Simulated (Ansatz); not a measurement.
# C₂H₈N₂Si, SMILES C1NC[SiH2]N1: a geometry optimisation

Program: Ansatz 0.2.0 through its Python package.

The cells in order, each with its output:

```python
import itertools

import ansatz as az
from ase.data import atomic_numbers, covalent_radii
import numpy as np

system = (
    az.Crystal.molecule()
    .atom("C", [-1.1842, 0.4528, 0.2244])
    .atom("N", [-0.0617, 0.6468, 1.068])
    .atom("C", [0.8884, -0.4121, 0.7285])
    .atom("Si", [0.8056, -0.6105, -1.1302])
    .atom("N", [-0.7313, 0.3136, -1.1673])
    .atom("H", [-1.8714, 1.401, 0.2747])
    .atom("H", [-1.8078, -0.3642, 0.5269])
    .atom("H", [-0.2976, 0.6002, 2.0392])
    .atom("H", [0.6613, -1.3256, 1.3005])
    .atom("H", [1.9325, -0.1075, 1.0546])
    .atom("H", [0.4148, -2.011, -1.5156])
    .atom("H", [1.7575, 0.1091, -1.9222])
    .atom("H", [-0.4858, 1.2727, -1.4668])
)
```

```python
job = (
    system.calculation()
    .basis(gaussian="def2-SVP")
    .functional("cam_b3lyp")
    .scf(lower_state_search="off")
)
symbols = [site.symbol for site in system.cartesian_sites]
start = np.array([site.position_ang for site in system.cartesian_sites], dtype=float)
def progress(event):
    if event["event"] == "relax_step":
        row = event["data"]
        print(f"step {row['step']:3d}  E = {row['lagrangian_ev']:.6f} eV  largest force component {row['allowed_force_max_ev_ang']:.4f} eV/A")
```

```python
summary = job.relax(force_tolerance=0.02).session().plan().execute(on_event=progress).report
end = np.array(summary["positions_ang"])

print("reference energy %16.6f eV" % summary["reference_energy_ev"])
print("total energy     %16.6f eV" % summary["free_energy_ev"])
print("occupied orbitals outside the frozen core (up, down):", summary["n_occupied"], " frozen:", summary["n_frozen"], " virtual:", summary["n_virtual"])
```

    step   1  E = -13052.553780 eV  largest force component 3.1078 eV/A
    step   2  E = -13053.003085 eV  largest force component 0.7454 eV/A
    step   3  E = -13053.057917 eV  largest force component 0.4801 eV/A
    step   4  E = -13053.061887 eV  largest force component 0.6072 eV/A
    step   5  E = -13053.089639 eV  largest force component 0.3738 eV/A
    step   6  E = -13053.069803 eV  largest force component 1.3583 eV/A
    step   7  E = -13053.100381 eV  largest force component 0.0746 eV/A
    step   8  E = -13053.107354 eV  largest force component 0.0579 eV/A
    step   9  E = -13053.113348 eV  largest force component 0.3704 eV/A
    step  10  E = -13053.117241 eV  largest force component 0.2482 eV/A
    step  11  E = -13053.106800 eV  largest force component 0.2886 eV/A
    step  12  E = -13053.123441 eV  largest force component 0.0882 eV/A
    step  13  E = -13053.121554 eV  largest force component 0.1696 eV/A
    step  14  E = -13053.125716 eV  largest force component 0.0677 eV/A
    step  15  E = -13053.127645 eV  largest force component 0.0495 eV/A
    step  16  E = -13053.129916 eV  largest force component 0.0222 eV/A
    step  17  E = -13053.125479 eV  largest force component 0.5784 eV/A
    step  18  E = -13053.131089 eV  largest force component 0.0318 eV/A
    step  19  E = -13053.131149 eV  largest force component 0.1458 eV/A
    step  20  E = -13053.131994 eV  largest force component 0.0130 eV/A
    reference energy    -13053.132122 eV
    total energy        -13053.132122 eV
    occupied orbitals outside the frozen core (up, down): [24, 24]  frozen: 0  virtual: [90, 90]

```python
# pairs closer than 1.2 times the sum of covalent radii, before or after
radius = [covalent_radii[atomic_numbers[s]] for s in symbols]
span = lambda where, i, j: np.linalg.norm(where[i] - where[j])
bonded = [(i, j) for i, j in itertools.combinations(range(len(symbols)), 2) if min(span(start, i, j), span(end, i, j)) < 1.2 * (radius[i] + radius[j])]
print("pair        before    after (A)")
for i, j in bonded:
    print(f"{symbols[i]}{i}-{symbols[j]}{j}".ljust(10), f"{span(start, i, j):8.4f} {span(end, i, j):8.4f}")
with open("c2h8n2si_opt.xyz", "w") as handle:
    handle.write(f"{len(symbols)}\nrelaxed C2H8N2Si\n")
    handle.writelines(f"{s:2s} {x:11.6f} {y:11.6f} {z:11.6f}\n" for s, (x, y, z) in zip(symbols, end))
```

    pair        before    after (A)
    C0-N1        1.4175   1.4536
    C0-N4        1.4701   1.4506
    C0-H5        1.1721   1.1048
    C0-H6        1.0714   1.1173
    N1-C2        1.4626   1.4604
    N1-H7        1.0005   1.0169
    C2-Si3       1.8711   1.8930
    C2-H8        1.1015   1.1120
    C2-H9        1.1355   1.1002
    Si3-N4       1.7937   1.7281
    Si3-H10      1.5042   1.4931
    Si3-H11      1.4322   1.4931
    N4-H12       1.0343   1.0096

`c2h8n2si_opt.xyz`, as written:
```text
13
relaxed C2H8N2Si
C    -1.148793    0.648686    0.261129
N     0.036707    0.614695    1.101661
C     0.887128   -0.530504    0.788451
Si    0.825809   -0.488956   -1.103147
N    -0.711060    0.300746   -1.077330
H    -1.586117    1.662750    0.291672
H    -1.939382   -0.056604    0.616049
H    -0.207053    0.665029    2.087623
H     0.499774   -1.504458    1.159858
H     1.894676   -0.392095    1.208258
H     0.829592   -1.840992   -1.736610
H     1.933050    0.285804   -1.737963
H    -1.294032    0.601199   -1.844950
```

What to keep in mind:
- These settings explore the input space; basis and method may be short of convergence.
- The end point is the stationary point reached from this start; no frequency run checks that it is a minimum, and the basis set is modest.
- The whole script took 90 s on 1 thread of Arm Neoverse V2, with other jobs on the host, peak memory 0.35 GiB.

(Lines on the test bed's own set-up are left out of the output.)
